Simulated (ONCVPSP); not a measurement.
**An ONCV potential for molybdenum, from input to tests**

Aim: build the potential from the settings below, then test how well it stands in for the atom: other configurations, scattering, ghost states and the plane-wave cutoff that it needs.

The numbers are computed with ONCVPSP 4.0.1.1 (patched build) (LDA (Perdew-Wang 92), scalar-relativistic, spin-unpolarised reference atom).

### Step 1. Settings

The settings as typed:

* element: molybdenum (Mo, Z = 42)
* type: optimised norm-conserving Vanderbilt (ONCV)
* frozen core: [Ar] 3d10
* valence charge: 14
* reference configuration: 4s2 4p6 4d5 (charge +1)
* partial waves: 4s: rc 1.50 bohr, ncon 4, nbas 8, qcut 8.6 1/bohr, 2 projectors, debl 2.1 Ha; 4p: rc 1.15 bohr, ncon 5, nbas 8, qcut 6.7 1/bohr, 2 projectors, debl 1 Ha; 4d: rc 2.70 bohr, ncon 5, nbas 10, qcut 4.6 1/bohr, 1 projector
* local potential: polynomial inside 0.75 bohr (lpopt 5, dvloc0 3 Ha)
* core correction: Teter function, fcfact 1.5, rcfact 1.4

An earlier all-electron run gives the scale for the radii.

All-electron outer shells of the reference configuration (LDA (PZ), scalar-relativistic, ld1.x):

```json
{"shell": "4s", "level (eV)": "-71.27", "outermost node (bohr)": "0.51", "outermost maximum (bohr)": "0.99"}
{"shell": "4p", "level (eV)": "-45.46", "outermost node (bohr)": "0.52", "outermost maximum (bohr)": "1.06"}
{"shell": "4d", "level (eV)": "-10.66", "outermost node (bohr)": "0.53", "outermost maximum (bohr)": "1.38"}
{"shell": "5s", "level (eV)": "-10.15", "outermost node (bohr)": "1.34", "outermost maximum (bohr)": "2.79"}
{"shell": "5p", "level (eV)": "-6.07", "outermost node (bohr)": "1.53", "outermost maximum (bohr)": "3.49"}
```

### Step 2. The generation run

File Mo.dat:

```
# ATOM AND REFERENCE CONFIGURATION
# atsym  z   nc   nv     iexc    psfile
  Mo 42.00    6    3  -001012      upf
#
#   n    l    f
    1    0    2.00
    2    0    2.00
    2    1    6.00
    3    0    2.00
    3    1    6.00
    3    2   10.00
    4    0    2.00
    4    1    6.00
    4    2    5.00
#
# PSEUDOPOTENTIAL AND OPTIMIZATION
# lmax
    2
#
#   l,   rc,      ep,       ncon, nbas, qcut
    0    1.50    0.00    4    8    8.60
    1    1.15    0.00    5    8    6.70
    2    2.70    0.00    5   10    4.60
#
# LOCAL POTENTIAL
# lloc, lpopt,  rc(5),   dvloc0
    4    5    0.75    3.00
#
# VANDERBILT-KLEINMAN-BYLANDER PROJECTORs
# l, nproj, debl
    0    2    2.10
    1    2    1.00
    2    1    3.10
#
# MODEL CORE CHARGE
# icmod, fcfact, rcfact
    3    1.50    1.40
#
# LOG DERIVATIVE ANALYSIS
# epsh1, epsh2, depsh
   -4.00    5.00    0.02
#
# OUTPUT GRID
# rlmax, drl
    6.00    0.01
#
# TEST CONFIGURATIONS
# ncnf
    4
# nvcnf
#   n    l    f
    4
    4    0    2.00
    4    1    6.00
    4    2    5.00
    5    0    1.00
#
    3
    4    0    2.00
    4    1    6.00
    4    2    4.00
#
    3
    4    0    2.00
    4    1    6.00
    4    2    3.00
#
    4
    4    0    2.00
    4    1    6.00
    4    2    5.50
    5    0    0.50
#
```

On the command line:

```sh
$ oncvpsp.x < Mo.dat > Mo.out
```

What the program wrote to Mo.out (without the consistency checks and plot data):

```text
ONCVPSP  (Optimized Norm-Conservinng Vanderbilt PSeudopotential)
scalar-relativistic version 4.0.1.1, modified

#   n    l    f        energy (Ha)
    1    0    2.00    -7.2771110E+02
    2    0    2.00    -1.0301560E+02
    2    1    6.00    -9.2190094E+01
    3    0    2.00    -1.7720222E+01
    3    1    6.00    -1.4172848E+01
    3    2   10.00    -8.3813815E+00
    4    0    2.00    -2.6190084E+00
    4    1    6.00    -1.6706680E+00
    4    2    5.00    -3.9170803E-01

Reference configufation results
  iterations    21
  all-electron total energy (Ha)   -4.04415550D+03

Begin loop to  construct optimized pseudo wave functions
and semi-local pseudopoentials for all angular momenta

WARNING wellstate: negative energy specified for n= 5 l=  0
WARNING scattering state with energy  0.25000000
WARNING will be used for the first projector

   Wellstate for l =  0  n =  6
     eigenvalue =   0.2500
     asymptotic potential =   0.7500
     half-point radius =  5.6914

Calculating optimized projector #   1

 for l=   0

    Fraction of norm inside rc  0.855753
    Optimizing pswf for qcut=   8.59 a_B^-1,  ecut=  36.88 Ha
    Residual kinetic energy error=  9.51D-07 Ha

    Energy error per electron        Cutoff
         Ha          eV             Ha
         0.01000     0.27211       20.16
         0.00100     0.02721       25.66
         0.00010     0.00272       29.97
         0.00001     0.00027       33.45

Calculating optimized projector #   2

 for l=   0

    Fraction of norm inside rc  0.033830
    Optimizing pswf for qcut=   8.59 a_B^-1,  ecut=  36.88 Ha
    Residual kinetic energy error=  5.86D-07 Ha

    Energy error per electron        Cutoff
         Ha          eV             Ha
         0.01000     0.27211       15.47
         0.00100     0.02721       22.58
         0.00010     0.00272       28.19
         0.00001     0.00027       32.44

WARNING wellstate: negative energy specified for n= 5 l=  1
WARNING scattering state with energy  0.25000000
WARNING will be used for the first projector

   Wellstate for l =  1  n =  5
     eigenvalue =   0.2500
     asymptotic potential =   0.7500
     half-point radius =  2.6815

Calculating optimized projector #   1

 for l=   1

    Fraction of norm inside rc  0.461637
    Optimizing pswf for qcut=   6.69 a_B^-1,  ecut=  22.40 Ha
    Residual kinetic energy error=  8.51D-03 Ha

    Energy error per electron        Cutoff
         Ha          eV             Ha
         0.01000     0.27211       21.45
         0.00100     0.02721       53.59
         0.00010     0.00272      111.85
         0.00001     0.00027      133.05

Calculating optimized projector #   2

 for l=   1

    Fraction of norm inside rc  0.077261
    Optimizing pswf for qcut=   6.69 a_B^-1,  ecut=  22.40 Ha
    Residual kinetic energy error=  4.01D-03 Ha

    Energy error per electron        Cutoff
         Ha          eV             Ha
         0.01000     0.27211       12.57
         0.00100     0.02721       86.20
         0.00010     0.00272      178.93
         0.00001     0.00027      204.11

Calculating optimized projector #   1

 for l=   2

    Fraction of norm inside rc  0.839011
    Optimizing pswf for qcut=   4.59 a_B^-1,  ecut=  10.55 Ha
    Residual kinetic energy error=  6.96D-04 Ha

    Energy error per electron        Cutoff
         Ha          eV             Ha
         0.01000     0.27211        8.22
         0.00100     0.02721       10.26
         0.00010     0.00272       36.15
         0.00001     0.00027       51.53

Construct Vanderbilt / Kleinmman-Bylander projectors

B matrix Hermiticity error, ll=   0
   1   2   -2.5260E-04

  Orthonormal projector coefficients  1.9458E+01  1.7602E+00

B matrix Hermiticity error, ll=   1
   1   2    2.3533E-04

  Orthonormal projector coefficients  3.3983E+01  8.0800E+00

Model core correction analysis
  based on d2Exc/dn_idn_j

d2excae - all-electron derivatives

   -3.082506D-02   -2.773901D-02   -1.541096D-02
   -2.773917D-02   -2.628985D-02   -1.689205D-02
   -1.541115D-02   -1.689209D-02   -1.878701D-02

d2excps - pseudofunction derivatives with no core correction

   -4.065519D-02   -3.484553D-02   -1.518073D-02
   -3.484623D-02   -3.152249D-02   -1.711898D-02
   -1.518101D-02   -1.711901D-02   -2.060809D-02

rms 2nd derivative error    5.039293E-03

rmatch, rhocmatch    0.7666   10.2959

Teter function model core charge with specified parameters

d2excps - pseudofunction derivatives with core correction

   -3.634626D-02   -3.179337D-02   -1.463845D-02
   -3.179370D-02   -2.931752D-02   -1.670400D-02
   -1.463860D-02   -1.670398D-02   -2.050397D-02

rms 2nd derivative error    2.920042E-03

Pseudoatom total energy  -66.943258

Diagnostic tests using Vanderbilt-Kleinman-Bylander pseudopotentials
  1 or more projectors used as specified by nproj input data

   l    rcore       rmatch      e in        delta e   norm test  slope test

   0   1.5071443   1.5529045  -2.6190084   0.0000467   1.0004289   1.0004554
   0   1.5071443   1.5529045   0.2500000   0.0000399   1.0003042   1.0003042

   1   1.1514517   1.1864122  -1.6706680  -0.0000186   1.0001238   1.0001848
   1   1.1514517   1.1864122   0.2500000   0.0000121   1.0003838   1.0003838

   2   2.7086754   2.7909166  -0.3917080  -0.0000004   0.9999986   1.0000036

 Testing for bound ghosts
   n   l    E NL Schr. Eq   E Basis Diag.   E Cutoff

       0                       -2.915738    115.92  WARNING - GHOST(-)
   1   0       -2.618962       -2.618951    115.92

   2   1       -1.670687       -1.667023    227.36

   3   2       -0.391708       -0.391633     60.49

 Testing for highly-localized positive-energy ghosts
       l    <radius>/rc     E Basis Diag.   E Cutoff

       1        0.849945        8.518887    227.36  WARNING - GHOST(+)

       2        0.910515       17.644455     60.49  WARNING - GHOST(+)

Test configuration 0

   n   l     f        eae           eps        diff
   1   0  2.0000 -727.71109662
   2   0  2.0000 -103.01559804
   2   1  6.0000  -92.19009425
   3   0  2.0000  -17.72022249
   3   1  6.0000  -14.17284827
   3   2 10.0000   -8.38138147
   4   0  2.0000   -2.61900844   -2.61896172    4.67D-05
   4   1  6.0000   -1.67066801   -1.67068665   -1.86D-05
   4   2  5.0000   -0.39170803   -0.39170844   -4.12D-07

    Total energies and differences
      AE_ref= -4.04415550D+03  AE_tst= -4.04415550D+03  dif=  0.00D+00
      PS_ref= -6.69432577D+01  PS_tst= -6.69432577D+01  dif=  0.00D+00
      PSP excitation error=  0.00D+00

Test configuration 1

   n   l     f        eae           eps        diff
   1   0  2.0000 -727.45945105
   2   0  2.0000 -102.76783304
   2   1  6.0000  -91.94205732
   3   0  2.0000  -17.47134622
   3   1  6.0000  -13.92398728
   3   2 10.0000   -8.13283902
   4   0  2.0000   -2.36756320   -2.36581819    1.75D-03
   4   1  6.0000   -1.41815083   -1.41702547    1.13D-03
   4   2  5.0000   -0.14452442   -0.14403287    4.92D-04
   5   0  1.0000   -0.15883059   -0.15910526   -2.75D-04

    Total energies and differences
      AE_ref= -4.04415550D+03  AE_tst= -4.04441928D+03  dif= -2.64D-01
      PS_ref= -6.69432577D+01  PS_tst= -6.72072272D+01  dif= -2.64D-01
      PSP excitation error=  1.86D-04

Test configuration 2

   n   l     f        eae           eps        diff
   1   0  2.0000 -728.14659595
   2   0  2.0000 -103.45544165
   2   1  6.0000  -92.62956631
   3   0  2.0000  -18.15775274
   3   1  6.0000  -14.61036340
   3   2 10.0000   -8.81934095
   4   0  2.0000   -3.04557726   -3.04459367    9.84D-04
   4   1  6.0000   -2.09099591   -2.09065546    3.40D-04
   4   2  4.0000   -0.77384538   -0.77205833    1.79D-03

    Total energies and differences
      AE_ref= -4.04415550D+03  AE_tst= -4.04357849D+03  dif=  5.77D-01
      PS_ref= -6.69432577D+01  PS_tst= -6.63668079D+01  dif=  5.76D-01
      PSP excitation error=  5.58D-04

Test configuration 3

   n   l     f        eae           eps        diff
   1   0  2.0000 -728.66601074
   2   0  2.0000 -103.98161505
   2   1  6.0000  -93.15524050
   3   0  2.0000  -18.67785828
   3   1  6.0000  -15.13042483
   3   2 10.0000   -9.34027545
   4   0  2.0000   -3.54196536   -3.53448218    7.48D-03
   4   1  6.0000   -2.57763578   -2.57205438    5.58D-03
   4   2  3.0000   -1.21686539   -1.20732089    9.54D-03

    Total energies and differences
      AE_ref= -4.04415550D+03  AE_tst= -4.04258764D+03  dif=  1.57D+00
      PS_ref= -6.69432577D+01  PS_tst= -6.53809389D+01  dif=  1.56D+00
      PSP excitation error=  5.54D-03

Test configuration 4

   n   l     f        eae           eps        diff
   1   0  2.0000 -727.41800700
   2   0  2.0000 -102.72338231
   2   1  6.0000  -91.89784859
   3   0  2.0000  -17.42747071
   3   1  6.0000  -13.88010278
   3   2 10.0000   -8.08872695
   4   0  2.0000   -2.32607201   -2.32499034    1.08D-03
   4   1  6.0000   -1.37857039   -1.37773956    8.31D-04
   4   2  5.5000   -0.11623926   -0.11601808    2.21D-04
   5   0  0.5000   -0.14680909   -0.14679152    1.76D-05

    Total energies and differences
      AE_ref= -4.04415550D+03  AE_tst= -4.04440798D+03  dif= -2.52D-01
      PS_ref= -6.69432577D+01  PS_tst= -6.71956626D+01  dif= -2.52D-01
      PSP excitation error= -7.52D-05
```

Run time: 5.1 s. Hardware: 1 thread of Neoverse-N1, shared host.

The projector energies used in the s channel were -2.619, 0.250 Ha; the program set a typed value aside. The projector energies used in the p channel were -1.671, 0.250 Ha; the program set a typed value aside.

All-electron and pseudo partial waves u(r) = r·R(r), from the program's wave files:

| r (bohr) | 4p AE | 4p PS |
| --- | --- | --- |
| 0.135 | 0.1488 | 0.0266 |
| 0.270 | -0.4918 | 0.1135 |
| 0.405 | -0.4009 | 0.2551 |
| 0.540 | 0.0599 | 0.4339 |
| 0.675 | 0.5128 | 0.6429 |
| 0.810 | 0.8221 | 0.8463 |
| 0.945 | 0.9790 | 0.9804 |
| 1.080 | 1.0180 | 1.0179 |
| 1.215 | 0.9800 | 0.9799 |
| 1.350 | 0.8988 | 0.8987 |
| 1.485 | 0.7980 | 0.7979 |
| 1.620 | 0.6924 | 0.6923 |
| 1.755 | 0.5910 | 0.5909 |
| 1.890 | 0.4981 | 0.4981 |
| 2.025 | 0.4160 | 0.4159 |
| 2.160 | 0.3447 | 0.3447 |
| 2.295 | 0.2840 | 0.2840 |
| 2.430 | 0.2329 | 0.2328 |
| 2.565 | 0.1902 | 0.1901 |
| 2.700 | 0.1548 | 0.1547 |
| 2.835 | 0.1256 | 0.1256 |
| 2.970 | 0.1016 | 0.1016 |
| 3.105 | 0.0821 | 0.0821 |
| 3.240 | 0.0662 | 0.0661 |
| 3.375 | 0.0532 | 0.0532 |
| 3.510 | 0.0428 | 0.0428 |

Densities times 4π (e/bohr³); a dash where the program caps the true core:

| r (bohr) | pseudo valence | true core | model core |
| --- | --- | --- | --- |
| 0.135 | 0.2591 | – | 14.69 |
| 0.405 | 3.593 | – | 9.783 |
| 0.675 | 8.912 | 25.28 | 4.191 |
| 0.945 | 10.45 | 1.757 | 1.054 |
| 1.215 | 6.952 | 0.1233 | 0.1234 |
| 1.485 | 3.699 | 0.00924 | 0.002488 |
| 1.755 | 1.81 | 0.0007395 | 0.0003128 |
| 2.025 | 0.8377 | 6.257e-05 | 4.096e-05 |
| 2.295 | 0.4054 | 5.493e-06 | 1.307e-05 |
| 2.565 | 0.2161 | 5.111e-07 | 2.589e-06 |
| 2.835 | 0.1213 | 3.809e-08 | 1.324e-06 |
| 3.105 | 0.07013 | 0 | 3.173e-07 |
| 3.375 | 0.04139 | 0 | 0 |

### Step 3. The configuration tests of the same run

Energies count from the reference configuration 4s2 4p6 4d5; the error is all-electron less pseudo.

```csv
valence configuration,charge,ΔE all-electron (eV),error AE − PS (meV)
4s2 4p6 4d5 5s1,0,-7.178,+5.1
4s2 4p6 4d4,+2,15.701,+15
4s2 4p6 4d3,+3,42.664,+151
4s2 4p6 4d5.5 5s0.5,0,-6.870,-2.0
```

### Step 4. Does it scatter like the atom?

Taken from the files of the generation run. The phase is arctan(r·R′/R) of the radial function R, unwrapped, with energies in Ha. A pole is an energy at which the radial function vanishes at the test radius. The pseudo phase is shifted by a multiple of π to meet the all-electron one at the reference energy. Levels narrower than the energy grid can be missing from the poles. The last column is the largest difference on the grid between −0.5 and +0.5 Ha.

| channel | radius (bohr) | reference (Ha) | poles AE | poles PS | window around the reference with phases within 0.05 rad (Ha) | largest difference near zero (rad) |
| --- | --- | --- | --- | --- | --- | --- |
| s | 1.53 | -2.62 | -1.53 | -2.92, -1.53 | above -2.9 | 0.000 |
| p | 1.17 | -1.67 | 3.45 | 3.41 | the whole range | 0.000 |
| d | 2.74 | -0.39 | -0.18, 2.46 | -0.18, 3.24 | below 0.3 | 0.059 |

Phases (rad) along the scan:

| E (Ha) | d AE | d PS | p AE | p PS |
| --- | --- | --- | --- | --- |
| -3.98 | 1.416 | 1.416 | 0.487 | 0.485 |
| -3.50 | 1.403 | 1.403 | 0.202 | 0.200 |
| -3.02 | 1.386 | 1.386 | -0.152 | -0.152 |
| -2.54 | 1.363 | 1.364 | -0.502 | -0.503 |
| -2.06 | 1.330 | 1.330 | -0.783 | -0.783 |
| -1.58 | 1.273 | 1.274 | -0.984 | -0.984 |
| -1.10 | 1.143 | 1.145 | -1.126 | -1.126 |
| -0.62 | 0.243 | 0.256 | -1.228 | -1.228 |
| -0.14 | -1.615 | -1.610 | -1.304 | -1.304 |
| 0.34 | -2.027 | -1.968 | -1.363 | -1.363 |
| 0.82 | -3.534 | -3.009 | -1.410 | -1.410 |
| 1.30 | -4.408 | -4.246 | -1.449 | -1.449 |
| 1.78 | -4.595 | -4.508 | -1.482 | -1.482 |
| 2.26 | -4.684 | -4.610 | -1.511 | -1.512 |
| 2.74 | -4.752 | -4.669 | -1.537 | -1.538 |
| 3.22 | -4.829 | -4.711 | -1.560 | -1.562 |
| 3.70 | -4.981 | -4.747 | -1.582 | -1.585 |
| 4.18 | -5.857 | -4.784 | -1.603 | -1.608 |
| 4.66 | -7.475 | -4.829 | -1.623 | -1.631 |

### Step 5. Plane-wave cutoff and ghosts

Read off the output, the cutoffs (Ha) at which the residual kinetic energy of the hardest occupied pseudo-wave falls to 1 and 0.1 mHa per electron: 54 Ha and 112 Ha.

The program's own ghost test: GHOST(-) flagged for s at -79.3 eV; GHOST(+) flagged for p at 231.8 eV, d at 480.1 eV.

Cutoff (Ha) at which the first wave of each channel reaches a given error (Ha per electron):

| error | s | p | d |
| --- | --- | --- | --- |
| 1.0e-02 | 20.2 | 21.5 | 8.2 |
| 3.2e-03 | 23.1 | 28.0 | 9.2 |
| 1.0e-03 | 25.7 | 53.6 | 10.3 |
| 3.2e-04 | 28.1 | 95.7 | 15.1 |
| 1.0e-04 | 30.0 | 111.9 | 36.2 |
| 3.2e-05 | 31.9 | 123.5 | 48.1 |
| 1.0e-05 | 33.4 | 133.0 | 51.5 |

### Step 6. Outcome

| quantity | value |
| --- | --- |
| cutoffs for 1 and 0.1 mHa per electron, occupied waves | 54 Ha and 112 Ha |
| bound ghosts | s at -79.34 eV |
| GHOST(+) flags | p at 232 eV, d at 480 eV |
| largest test error (AE − PS) | +151 meV, for 4s2 4p6 4d3 |
| largest phase difference near zero energy, channels read | 0.059 rad |
| rms error of d²Exc/dn², without and with the model core | 5.04 and 2.92 mHa |
| projector energies reset by the program | s: -2.619, 0.250 Ha; p: -1.671, 0.250 Ha |

What this shows: A bound ghost (s) makes it unfit for use: electrons can fall into a state that the atom doesn't have. By total energies transferability is poor: the largest error is 151 meV on 42.7 eV, for 4s2 4p6 4d3. It counts as hard, with 54 Ha needed at the looser tolerance. At the looser tolerance the 4p wave is the slowest; 4s needs 26 Ha. Near zero energy the largest phase difference among the channels read is 0.06 rad, in the d channel. The pseudo curves have a pole with no partner nearby in the atom's: s at -2.92 Ha. The program also flags highly localised states, GHOST(+) (p, d). These are tests on the free atom; a crystal test is still owed.
